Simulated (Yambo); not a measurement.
# MgB2 (P6/mmm) in Yambo: notebook

One crystal, MgB2, is run at these levels: PBE; tasks: optical spectrum.

All numbers are computed with Yambo 5.3.0; they aren't measurements. Logs are shortened: lines on timing, memory, paths and dates and some standing lists are left out, and cuts for length are marked.

## (1) Starting point

Symmetry: P6/mmm, No. 191, hexagonal system. Conventional cell: a = 3.085 Å, b = 3.085 Å, c = 3.523 Å, α = 90.00°, β = 90.00°, γ = 120.00°. Mg (site symmetry 6/mmm) has 12 B at 2.51 Å as nearest neighbours. B (site symmetry -6m2) is surrounded by 3 B at 1.78 Å.

## (2) Optical spectrum, PBE

Contents of optics3.in:

```
optics
chi
Chimod= "IP"
% BndsRnXd
 1 | 23 |
%
% LongDrXd
 0 | 0 | 1 |
%
% QpntsRXd
 1 | 1 |
%
% EnRngeXd
 0 | 30 | eV
%
% DmRngeXd
 0.1 | 0.1 | eV
%
ETStpsXd= 200
```

Contents of scf.in:

```
&CONTROL
  calculation = 'scf'
  prefix = 'pwscf'
  outdir = './tmp'
  pseudo_dir = './pseudo'
/
&SYSTEM
  ibrav = 0
  nat = 3
  ntyp = 2
  ecutwfc = 84
  nbnd = 14
  occupations = 'smearing'
  smearing = 'fd'
  degauss = 0.00367493
  force_symmorphic = .true.
/
&ELECTRONS
  conv_thr = 6d-10
  electron_maxstep = 120
  mixing_beta = 0.5
/
ATOMIC_SPECIES
Mg    24.3050 Mg.upf
B     10.8100 B.upf
CELL_PARAMETERS bohr
   5.8298050945    0.0000000000    0.0000000000
  -2.9149025472    5.0487593110    0.0000000000
   0.0000000000    0.0000000000    6.6575051371
ATOMIC_POSITIONS bohr
Mg     0.0000000000    0.0000000000    0.0000000000
B      2.9149025475    1.6829197702    3.3287525685
B     -0.0000000003    3.3658395408    3.3287525685
K_POINTS automatic
18 18 14 0 0 0
```

Contents of nscf.in:

```
&CONTROL
  calculation = 'nscf'
  prefix = 'pwscf'
  outdir = './tmp'
  pseudo_dir = './pseudo'
/
&SYSTEM
  ibrav = 0
  nat = 3
  ntyp = 2
  ecutwfc = 84
  nbnd = 33
  occupations = 'smearing'
  smearing = 'fd'
  degauss = 0.00367493
  force_symmorphic = .true.
/
&ELECTRONS
  conv_thr = 1d-08
  diago_full_acc = .true.
  diago_thr_init = 1d-06
/
ATOMIC_SPECIES
Mg    24.3050 Mg.upf
B     10.8100 B.upf
CELL_PARAMETERS bohr
   5.8298050945    0.0000000000    0.0000000000
  -2.9149025472    5.0487593110    0.0000000000
   0.0000000000    0.0000000000    6.6575051371
ATOMIC_POSITIONS bohr
Mg     0.0000000000    0.0000000000    0.0000000000
B      2.9149025475    1.6829197702    3.3287525685
B     -0.0000000003    3.3658395408    3.3287525685
K_POINTS automatic
18 18 14 0 0 0
```

Potentials or basis: PseudoDojo 0.4.1 SR PBE standard.

Started as:

```
OMP_NUM_THREADS=1 pw.x -in scf.in > scf.out
OMP_NUM_THREADS=1 pw.x -in nscf.in > nscf.out
cd tmp/pwscf.save; p2y; mv SAVE ../..; cd ../..
OMP_NUM_THREADS=1 yambo
OMP_NUM_THREADS=1 yambo -F optics3.in -J optics3 -C optics3_out
```

Yambo's report:

```text
[... sections 02.01 to 02.04 as in the set-up run ...]

  [02.05] Energies & Occupations
  ==============================

  [X] === General ===
  [X] Electronic Temperature                        :  0.258606E-1   300.100    [eV K]
  [X] Bosonic    Temperature                        :  0.258606E-1   300.100    [eV K]
  [X] Finite Temperature mode                       : yes
  [X] El. density                                   :  0.55102E+24 [cm-3]
  [X] Fermi Level                                   :  9.158812 [eV]

  [X] === Gaps and Widths ===
  [X] Conduction Band Min                           :  9.158812 [eV]
  [X] Valence Band Max                              :  9.158812 [eV]
  [X] Filled Bands                                  :   6
  [X] Metallic Bands                                :   7   9
  [X] Empty Bands                                   :   10   33

  [X] === Metallic Characters ===
  [X] N of el / N of met el                         :  16.00000   3.83929
  [X] Average metallic occ.                         :  0.319941

  [WARNING] [X] Metallic system

 [03] Transferred momenta grid and indexing
 ==========================================

 IBZ Q-points                                      :  296
 BZ  Q-points                                      :   4536

 K/Q-points units:
 rlu = crystal or reduced units; cc = cartesian coordinates; iku = interal k-units

 Q [  1]        [rlu]:  0.000000  0.000000  0.000000
 Q [  2]        [rlu]:  0.000000  0.000000  0.071429
 Q [  3]        [rlu]:  0.000000  0.000000  0.142857
 Q [  4]        [rlu]:  0.000000  0.000000  0.214286
 Q [  5]        [rlu]:  0.000000  0.000000  0.285714
 Q [  6]        [rlu]:  0.000000  0.000000  0.357143
[... 42 lines left out ...]
 Q [ 49]        [rlu]:  0.88773E-17  0.33333       0.0000
 Q [ 50]        [rlu]:  0.88773E-17  0.33333      0.71429E-01

 Remaining 246 points informations can be written running with -fatlog

 [WARNING] [Xd] User bands 1-23 break level degeneracy

 [04] Dipoles
 ============

  [04.01] Setup: observables and procedures
  =========================================

  [WF-Oscillators/G space/Transverse up loader] Normalization (few states)  min/max  :  0.60258E-17   1.0000

  [WR./optics3//ndb.dipoles]------------------------------------------------------
   Brillouin Zone Q/K grids (IBZ/BZ)                :    296   4536    296   4536
   RL vectors                                       :   3267 [WF]
   Fragmentation                                    : yes
   Electronic Temperature                           :  300.1000 [K]
   Bosonic    Temperature                           :  300.1000 [K]
   DIP band range                                   :   1  23
   DIP band range limits                            :   9   7
   DIP e/h energy range                             : -1.000000 -1.000000 [eV]
   RL vectors in the sum                            :   3267
   [r,Vnl] included                                 : yes
   Bands ordered                                    : yes
   Direct v evaluation                              : no
   Approach used                                    : G-space v
   Dipoles computed                                 : R V P [G-space]
   Wavefunctions                                    : Perdew, Burke & Ernzerhof(X)+Perdew, Burke & Ernzerhof(C)

  [WARNING] [r,Vnl^pseudo] included in position and velocity dipoles.

  [WARNING] In case H contains other non local terms, these are neglected

 [05] Optics
 ===========

 [X-CG] R(p) Tot o/o(of R):    31588   564598      100

 [WARNING] The system is a metal but Drude term not included.
```

It took 4.6 min on 1 thread of Arm Neoverse V1, shared host; peak memory 0.38 GiB.

What came out:

```
Band gap on the k mesh, mean-field level : none (metal or under the smearing width)
```

Dielectric function (along the field direction of the input):
| energy (eV) | real part | imaginary part |
| --- | --- | --- |
| 0.30 | 6.54 | 0.01 |
| 0.75 | 6.62 | 0.03 |
| 1.21 | 6.79 | 0.05 |
| 1.81 | 7.18 | 0.09 |
| 2.26 | 7.64 | 0.16 |
| 2.71 | 8.28 | 0.29 |
| 3.32 | 9.79 | 0.50 |
| 3.77 | 12.03 | 1.11 |
| 4.22 | 17.46 | 4.71 |
| 4.82 | 3.52 | 7.54 |
| 5.28 | 15.97 | 20.35 |
| 5.73 | -4.16 | 10.01 |
| 6.33 | -2.77 | 4.94 |
| 6.78 | 0.48 | 4.41 |
| 7.24 | -1.49 | 8.33 |
| 7.84 | -2.55 | 3.23 |
| 8.29 | -0.14 | 1.92 |
| 8.74 | 0.64 | 4.08 |
| 9.35 | -0.45 | 4.25 |
| 9.80 | -1.81 | 4.56 |
| 10.25 | -2.39 | 2.46 |
| 10.85 | -0.65 | 2.79 |
| 11.31 | -1.07 | 2.23 |
| 11.76 | -1.00 | 1.93 |
| 12.36 | -0.94 | 1.43 |
| 12.81 | -0.77 | 1.51 |
| 13.27 | -0.94 | 1.16 |
| 13.87 | -0.50 | 1.30 |
| 14.32 | -0.82 | 1.12 |
| 14.77 | -0.91 | 0.72 |
| 15.38 | -0.56 | 0.45 |
| 15.83 | -0.38 | 0.41 |
| 16.28 | -0.21 | 0.38 |
| 16.88 | -0.14 | 0.32 |
| 17.34 | 0.05 | 0.32 |
| 17.79 | 0.08 | 0.37 |
| 18.39 | 0.05 | 0.22 |
| 18.84 | 0.27 | 0.28 |
| 19.30 | 0.23 | 0.34 |
| 19.90 | 0.22 | 0.22 |

Energy-loss function:
```csv
energy (eV),loss
0.0,0.000
1.4,0.001
2.6,0.004
3.9,0.008
5.3,0.030
6.5,0.189
7.8,0.191
9.2,0.251
10.4,0.248
11.8,0.409
13.1,0.497
14.3,0.582
15.7,1.202
16.9,2.620
18.2,3.254
19.6,2.560
20.8,1.521
22.2,1.310
23.5,0.742
24.7,0.699
26.1,0.620
27.4,0.337
28.6,0.285
30.0,0.255
```

Caveat: the intraband (Drude) term of the metal is left out; the ground state has no gap, which makes the many-body step unreliable; independent-particle spectra lack excitons.

## (3) Optical spectrum, PBE

Contents of optics4.in:

```
optics
chi
Chimod= "HARTREE"
% BndsRnXd
 1 | 23 |
%
NGsBlkXd= 3 Ry
% LongDrXd
 1 | 0 | 0 |
%
% QpntsRXd
 1 | 1 |
%
% EnRngeXd
 0 | 20 | eV
%
% DmRngeXd
 0.05 | 0.05 | eV
%
ETStpsXd= 150
```

scf.in is that of step 2.

nscf.in is that of step 2.

Potentials or basis: PseudoDojo 0.4.1 SR PBE standard.

Started as:

```
OMP_NUM_THREADS=1 pw.x -in scf.in > scf.out
OMP_NUM_THREADS=1 pw.x -in nscf.in > nscf.out
cd tmp/pwscf.save; p2y; mv SAVE ../..; cd ../..
OMP_NUM_THREADS=1 yambo
OMP_NUM_THREADS=1 yambo -F optics4.in -J optics4 -C optics4_out
```

Yambo's report:

```text
[... sections 02.01 to 02.04 as in the set-up run ...]

  [02.05] Energies & Occupations
  ==============================

  [X] === General ===
  [X] Electronic Temperature                        :  0.258606E-1   300.100    [eV K]
  [X] Bosonic    Temperature                        :  0.258606E-1   300.100    [eV K]
  [X] Finite Temperature mode                       : yes
  [X] El. density                                   :  0.55102E+24 [cm-3]
  [X] Fermi Level                                   :  9.158812 [eV]

  [X] === Gaps and Widths ===
  [X] Conduction Band Min                           :  9.158812 [eV]
  [X] Valence Band Max                              :  9.158812 [eV]
  [X] Filled Bands                                  :   6
  [X] Metallic Bands                                :   7   9
  [X] Empty Bands                                   :   10   33

  [X] === Metallic Characters ===
  [X] N of el / N of met el                         :  16.00000   3.83929
  [X] Average metallic occ.                         :  0.319941

  [WARNING] [X] Metallic system

 [03] Transferred momenta grid and indexing
 ==========================================

 IBZ Q-points                                      :  296
 BZ  Q-points                                      :   4536

 K/Q-points units:
 rlu = crystal or reduced units; cc = cartesian coordinates; iku = interal k-units

 Q [  1]        [rlu]:  0.000000  0.000000  0.000000
 Q [  2]        [rlu]:  0.000000  0.000000  0.071429
 Q [  3]        [rlu]:  0.000000  0.000000  0.142857
 Q [  4]        [rlu]:  0.000000  0.000000  0.214286
 Q [  5]        [rlu]:  0.000000  0.000000  0.285714
 Q [  6]        [rlu]:  0.000000  0.000000  0.357143
[... 42 lines left out ...]
 Q [ 49]        [rlu]:  0.88773E-17  0.33333       0.0000
 Q [ 50]        [rlu]:  0.88773E-17  0.33333      0.71429E-01

 Remaining 246 points informations can be written running with -fatlog

 [WARNING] [Xd] User bands 1-23 break level degeneracy

 [04] Dipoles
 ============

  [04.01] Setup: observables and procedures
  =========================================

  [WF-Oscillators/G space/Transverse up loader] Normalization (few states)  min/max  :  0.60258E-17   1.0000

  [WR./optics4//ndb.dipoles]------------------------------------------------------
   Brillouin Zone Q/K grids (IBZ/BZ)                :    296   4536    296   4536
   RL vectors                                       :   3267 [WF]
   Fragmentation                                    : yes
   Electronic Temperature                           :  300.1000 [K]
   Bosonic    Temperature                           :  300.1000 [K]
   DIP band range                                   :   1  23
   DIP band range limits                            :   9   7
   DIP e/h energy range                             : -1.000000 -1.000000 [eV]
   RL vectors in the sum                            :   3267
   [r,Vnl] included                                 : yes
   Bands ordered                                    : yes
   Direct v evaluation                              : no
   Approach used                                    : G-space v
   Dipoles computed                                 : R V P [G-space]
   Wavefunctions                                    : Perdew, Burke & Ernzerhof(X)+Perdew, Burke & Ernzerhof(C)

  [WARNING] [r,Vnl^pseudo] included in position and velocity dipoles.

  [WARNING] In case H contains other non local terms, these are neglected

 [05] Optics
 ===========

 [X-CG] R(p) Tot o/o(of R):    31588   564598      100

 [WARNING] The system is a metal but Drude term not included.
```

o-optics4.eps_q1_inv_rpa_dyson:

```text
# Absorption @ Q(1):   1.00000000      0.00000000      0.00000000    [q->0 direction]
#
# [ X ] Hartree size                              :  23
# [GEN] GF Energies                               : Perdew, Burke & Ernzerhof(X)+Perdew, Burke & Ernzerhof(C)
# [GEN] Green`s Function                          : Retarded
#
# [GEN] Gauge                                     : Length
# [GEN] [r,Vnl] included                          : yes
#
#    E[1] [eV]          Im(eps)            Re(eps)            Im(eps_o)          Re(eps_o)
#
        0.000000          -0.911297E-7        27.47588          -0.33911E-17        28.44835
        0.134228           3.564448           30.39583           3.749754           31.52131
        0.268456           26.00505           39.65709           27.75864           40.94239
        0.402685           18.70176          -3.234659           19.06868          -3.436598
        0.536913           8.550560          -2.699254           8.535663          -2.797212
        0.671141           1.876358           3.148235           1.903430           3.240351
[... 142 lines left out ...]
        19.86577           0.226966           0.082563           0.183767           0.092661
        20.00000           0.218913           0.172695           0.186410           0.187055
#
```

Run time: 4.8 min. Hardware: 1 thread of Arm Neoverse V1, shared host; peak memory 1.2 GiB.

What came out:

- Band gap on the k mesh, mean-field level: none (metal or under the smearing width)

Dielectric function (along the field direction of the input):
| energy (eV) | real part | imaginary part |
| --- | --- | --- |
| 0.27 | 39.66 | 26.01 |
| 0.94 | 8.89 | 1.01 |
| 1.61 | 4.59 | 4.43 |
| 2.28 | 3.07 | 15.70 |
| 2.95 | 1.73 | 5.36 |
| 3.62 | 4.79 | 2.69 |
| 4.30 | 5.67 | 1.27 |
| 4.97 | 5.81 | 2.73 |
| 5.64 | 4.97 | 3.37 |
| 6.31 | 10.85 | 6.76 |
| 6.98 | 3.33 | 13.69 |
| 7.65 | -4.05 | 9.99 |
| 8.32 | -0.90 | 5.11 |
| 8.99 | -4.46 | 4.10 |
| 9.66 | -2.33 | 2.16 |
| 10.47 | -1.82 | 2.31 |
| 11.14 | -2.63 | 3.09 |
| 11.81 | -1.72 | 1.29 |
| 12.48 | -1.12 | 1.24 |
| 13.15 | -1.32 | 1.45 |
| 13.83 | -0.74 | 0.75 |
| 14.50 | -0.56 | 0.79 |
| 15.17 | -0.33 | 0.99 |
| 15.84 | -0.53 | 0.60 |
| 16.51 | -0.24 | 0.44 |
| 17.18 | -0.08 | 0.50 |
| 17.85 | -0.16 | 0.40 |
| 18.52 | -0.02 | 0.32 |
| 19.19 | 0.04 | 0.30 |
| 20.00 | 0.17 | 0.22 |

Caveat: the intraband (Drude) term of the metal is left out; the ground state has no gap, which makes the many-body step unreliable; these spectra lack excitons.
